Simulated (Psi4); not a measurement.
# Si2NH6Cl (SMILES N[SiH]([SiH3])Cl): HF/3-21G

What is the energy change on altering one bond length of Si2NH6Cl at HF/3-21G? 

The results are computed with Psi4 1.11.

3 further runs of the same task are left out: 1 that didn't finish, 2 set aside as unsound or not needed.

## Step 1: The structure to begin with

Si2NH6Cl has 10 atoms, charge 0, and is taken as a singlet. As SMILES, `N[SiH]([SiH3])Cl`. Geometry: relaxed at PBE0-D4/def2-TZVP. This is one conformer, not always the lowest.

Bond lengths: N1–Si2 1.706 Å, Si2–Si3 2.336 Å, Si2–Cl4 2.083 Å, N1–H5 1.008 Å, N1–H6 1.008 Å, Si2–H7 1.482 Å, Si3–H8 1.486 Å, Si3–H9 1.489 Å, Si3–H10 1.488 Å. Some angles: N1–Si2–Si3 109.4°, N1–Si2–Cl4 114.5°, Si3–Si2–Cl4 106.1°, N1–Si2–H7 107.1°, Si3–Si2–H7 114.7°, Cl4–Si2–H7 105.1°, Si2–N1–H5 120.5°, Si2–N1–H6 120.3°, Si2–Si3–H8 110.2°, Si2–Si3–H9 108.8°.

## Step 2: The energy at HF/3-21G

The input, input.inp:

```
memory 1.6 GB

molecule {
  N     -0.94561895     3.09990673    -0.90064347
  Si    -0.16761871     0.04610932    -1.57735440
  Si     1.28123431    -1.94792969     2.08550175
  Cl    -3.15508674    -2.14635093    -2.90715467
  H     -2.01595983     3.50978833     0.61964120
  H     -1.24268390     4.35071646    -2.30641074
  H      1.68015550     0.11338357    -3.68156444
  H      1.64821913    -4.69143408     1.61590481
  H     -0.63513695    -1.61344817     4.11865809
  H      3.70934341    -0.81749552     2.93928001
  units bohr
  symmetry c1
  no_reorient
  no_com
}

set {
  basis         3-21G
  puream        true
  e_convergence 1e-09
  d_convergence 1e-08
  scf_type      pk
}

e = energy("hf")
```

On the command line:

```bash
psi4 -i input.inp -o input.out -n 1
```

input.out (excerpt; [...] marks lines left out):

```text
[...]
  Running in c1 symmetry.
[...]
  Nuclear repulsion =  274.285791812943842
[...]
  Multiplicity = 1
[...]
  Nalpha       = 29
  Nbeta        = 29
[...]
    Number of basis functions: 60
[...]
   @RHF iter   1: -1089.70937295273075   -5.98773e-01   5.86050e-03 ADIIS/DIIS
[...]
   @RHF iter  10: -1089.77913597325664   -1.36424e-11   9.25839e-09 DIIS
[...]
    Orbital Energies [Eh]
    ---------------------
    Doubly Occupied:
       1A   -104.082650     2A    -68.361462     3A    -68.293755
       4A    -15.485069     5A    -10.478339     6A     -7.941556
       7A     -7.937772     8A     -7.937722     9A     -6.169508
      10A     -6.111759    11A     -4.265645    12A     -4.264651
      13A     -4.263997    14A     -4.207187    15A     -4.206757
      16A     -4.206717    17A     -1.162970    18A     -1.091435
      19A     -0.776121    20A     -0.705312    21A     -0.676560
      22A     -0.574276    23A     -0.531782    24A     -0.496695
      25A     -0.491508    26A     -0.484313    27A     -0.450617
      28A     -0.422444    29A     -0.397421
[...]
  @RHF Final Energy: -1089.77913597325664
   => Energetics <=
    Nuclear Repulsion Energy =            274.2857918129438417
    One-Electron Energy =               -2055.1778560124234900
    Two-Electron Energy =                 691.1129282262229481
    Total Energy =                      -1089.7791359732566434
[...]
 Multipole Moments:
 ------------------------------------------------------------------------------------
     Multipole            Electronic (a.u.)      Nuclear  (a.u.)        Total (a.u.)
 ------------------------------------------------------------------------------------
 L = 1.  Multiply by 2.5417464519 to convert [e a0] to [Debye]
 Dipole X            :         41.9658635          -41.5212515            0.4446121
 Dipole Y            :         41.5660052          -40.5625933            1.0034119
 Dipole Z            :         45.7458856          -45.3065619            0.4393237
 Magnitude           :                                                    1.1821678
[...]
```

Run time: 1.8 s. Hardware: 1 thread of Intel Xeon Platinum 8375C at 2.90GHz (Ice Lake), shared host; peak memory 0.2 GiB.

## Step 3: The distorted shape

The input, job.dat:

```
memory 1.6 GB

molecule geom {
  N     -1.12911325     4.47167405    -0.66584311
  Si    -0.35111300     1.41787663    -1.34255404
  Si     1.09774002    -0.57616238     2.32030211
  Cl    -3.33858103    -0.77458362    -2.67235431
  H     -2.19945413     4.88155564     0.85444156
  H     -1.42617820     5.72248377    -2.07161037
  H      1.49666120     1.48515088    -3.44676408
  H      1.64821913    -4.69143408     1.61590481
  H     -0.81863125    -0.24168085     4.35345845
  H      3.52584911     0.55427179     3.17408037
  units au
  symmetry c1
}

set {
  puream true
  e_convergence 1e-09
  d_convergence 1e-08
  scf_type pk
}

E, wfn = energy("hf/3-21G", return_wfn=True)
oeprop(wfn, "MAYER_INDICES", "MULLIKEN_CHARGES", "QUADRUPOLE", title="HF")
print_variables()
```

On the command line:

```bash
psi4 -i job.dat -o job.out -n 1
```

job.out (excerpt; [...] marks lines left out):

```text
[...]
  Running in c1 symmetry.
[...]
  Nuclear repulsion =  271.850120522503175
[...]
  Multiplicity = 1
[...]
  Nalpha       = 29
  Nbeta        = 29
[...]
    Number of basis functions: 60
[...]
   @RHF iter   1: -1089.62978002453838   -7.16989e-01   5.86310e-03 DIIS/ADIIS
[...]
   @RHF iter  10: -1089.70162546614893   -2.02363e-11   9.46900e-09 DIIS
[...]
  @RHF Final Energy: -1089.70162546614893
   => Energetics <=
    Nuclear Repulsion Energy =            271.8501205225031754
    One-Electron Energy =               -2049.7923023229309365
    Two-Electron Energy =                 688.2405563342788355
    Total Energy =                      -1089.7016254661489256
[...]
 Multipole Moments:
 ------------------------------------------------------------------------------------
     Multipole            Electronic (a.u.)      Nuclear  (a.u.)        Total (a.u.)
 ------------------------------------------------------------------------------------
 L = 1.  Multiply by 2.5417464519 to convert [e a0] to [Debye]
 Dipole X            :         -4.8529319            5.2107493            0.3578174
 Dipole Y            :         -1.3247813            2.6888555            1.3640742
 Dipole Z            :         -4.7096682            5.1351342            0.4254659
 Magnitude           :                                                    1.4730081
 L = 2.  Multiply by 1.3450342976 to convert [e a0^2] to [Debye ang]
 Quadrupole XX       :       -236.1676114          195.8172729          -40.3503385
 Quadrupole XY       :         -7.4040597            4.5034177           -2.9006420
[...]
  Mulliken Charges: (a.u.)
   Center  Symbol    Alpha    Beta     Spin     Total
       1     N     4.03181  4.03181  0.00000 -1.06363
       2    SI     6.49776  6.49776  0.00000  1.00449
       3    SI     6.81523  6.81523  0.00000  0.36954
       4    CL     8.74376  8.74376  0.00000 -0.48753
       5     H     0.32751  0.32751  0.00000  0.34499
       6     H     0.32396  0.32396  0.00000  0.35207
       7     H     0.58325  0.58325  0.00000 -0.16649
       8     H     0.52860  0.52860  0.00000 -0.05721
       9     H     0.57368  0.57368  0.00000 -0.14736
      10     H     0.57443  0.57443  0.00000 -0.14887
[...]
```

It took 1.9 s on 1 thread of Intel Xeon Platinum 8375C at 2.90GHz (Ice Lake), shared host; peak memory 0.2 GiB.

## Step 4: What came out

At HF/3-21G:

```
                                                          quantity           value
                                         first shape: total energy  -1089.77914 Eh
                                        first shape: dipole moment          3.00 D
                                          first shape: HOMO energy       -10.81 eV
                                          first shape: LUMO energy         3.50 eV
                                        first shape: HOMO–LUMO gap        14.31 eV
                                     distorted shape: total energy  -1089.70163 Eh
                                    distorted shape: dipole moment          3.74 D
                                      distorted shape: HOMO energy       -10.32 eV
                                      distorted shape: LUMO energy         1.69 eV
                                    distorted shape: HOMO–LUMO gap        12.01 eV
energy change with the Si3–H8 bond stretched from 1.486 to 2.228 Å        2.109 eV
```

With the Si3–H8 bond stretched from 1.486 to 2.228 Å the energy rises by 2.11 eV (204 kJ/mol). The first shape isn't relaxed at this level, so the change isn't measured from a minimum.
